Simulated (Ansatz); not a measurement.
**WSe2: further runs on the relaxed cell**

The task, for WSe2: compare with the cell as listed.

Computed with Ansatz 0.2.0 (DFT r2SCAN, scalar-relativistic, plane waves, PAW, unless a step's input says otherwise).

## Step 1: The structure to begin with

It takes space group P-3m1 (No. 164, trigonal). The conventional cell has a = 3.315 Å, b = 3.315 Å, c = 36.537 Å, α = 90.00°, β = 90.00°, γ = 120.00°. Around W (site symmetry 3m) lie 6 Se at 2.53 Å. Se (site symmetry 3m) is surrounded by 3 W at 2.53 Å.

Structure file:

```
W Se
1.0
     3.31460    0.00000    0.00000
    -1.65730    2.87052    0.00000
     0.00000    0.00000   36.53700
W Se
4 8
Direct
  0.66667 0.33333 0.90627
  0.66667 0.33333 0.28129
  0.33333 0.66667 0.71871
  0.33333 0.66667 0.09373
  0.33333 0.66667 0.95175
  0.33333 0.66667 0.32675
  0.66667 0.33333 0.76419
  0.66667 0.33333 0.13920
  0.33333 0.66667 0.86080
  0.33333 0.66667 0.23581
  0.66667 0.33333 0.67325
  0.66667 0.33333 0.04825
```

It goes back to an entry of the Materials Project, which need not be the stable form.

This cell was relaxed beforehand with the same method: volume 28.97 Å³/atom, gap on the mesh 1.45 eV.

## Step 2: Back to the database's cell

File input.yaml:

```yaml
crystal:
  lattice:
    - [3.3178488582, 0.0, 0.0]
    - [-1.6589244291, 2.8733413971, 0.0]
    - [0.0, 0.0, 36.41830731]
  atoms:
    - { symbol: W, position: [0.66666667, 0.33333333, 0.90611047] }
    - { symbol: W, position: [0.66666667, 0.33333333, 0.280468] }
    - { symbol: W, position: [0.33333333, 0.66666667, 0.719532] }
    - { symbol: W, position: [0.33333333, 0.66666667, 0.09388953] }
    - { symbol: Se, position: [0.33333333, 0.66666667, 0.95178674] }
    - { symbol: Se, position: [0.33333333, 0.66666667, 0.32610682] }
    - { symbol: Se, position: [0.66666667, 0.33333333, 0.76520455] }
    - { symbol: Se, position: [0.66666667, 0.33333333, 0.1395502] }
    - { symbol: Se, position: [0.33333333, 0.66666667, 0.8604498] }
    - { symbol: Se, position: [0.33333333, 0.66666667, 0.23479545] }
    - { symbol: Se, position: [0.66666667, 0.33333333, 0.67389318] }
    - { symbol: Se, position: [0.66666667, 0.33333333, 0.04821326] }
basis:
  ecutwfc: 500
kpoints:
  mp_grid: { grid: [12, 12, 1] }
hamiltonian:
  xc: r2scan
scf:
  occupations: { method: gaussian, width: 0.02 }
output:
  forces: true
  stress: true
  eigenvalues: true
  populations: true
```

Started as:

```bash
ansatz run input.yaml --threads 2 --pin off --max-ram 5120MiB --backend cpu --events-out ev --progress --plain --runs-dir out
```

## Step 3: Atoms relaxed in the listed cell

input.yaml, as its differences from that of step 2:

```diff
@@ -30,2 +30,5 @@
   eigenvalues: true
-  populations: true
+relax:
+  adjacent_minimum: "off"
+  f_tol: 0.01
+  max_steps: 40
```

**Question.** What will these runs give? Wanted: listed cell; listed cell, atoms relaxed.

**Answer**, as computed:

| quantity | value |
| --- | --- |
| listed cell | 0.1 meV/atom above the relaxed cell, -0.2 GPa, gap 1.43 eV |
| listed cell, atoms relaxed | 0.0 meV/atom above the relaxed cell, -0.1 GPa, gap 1.45 eV |

What this shows: Held at the listed cell, the crystal is under -0.1 GPa and lies 0.0 meV/atom higher. These runs have no spin-orbit coupling; with W it would split and shift bands. The cell holds empty space of several Å, a single layer or slab in vacuum, so volume, pressure and the long edge depend on that space.

These are semilocal Kohn-Sham gaps, which aren't the measured quantity. Such gaps usually fall short of the measured ones. The cell is layered and no dispersion term is used, so the spacing and stiffness across the layers are uncertain.
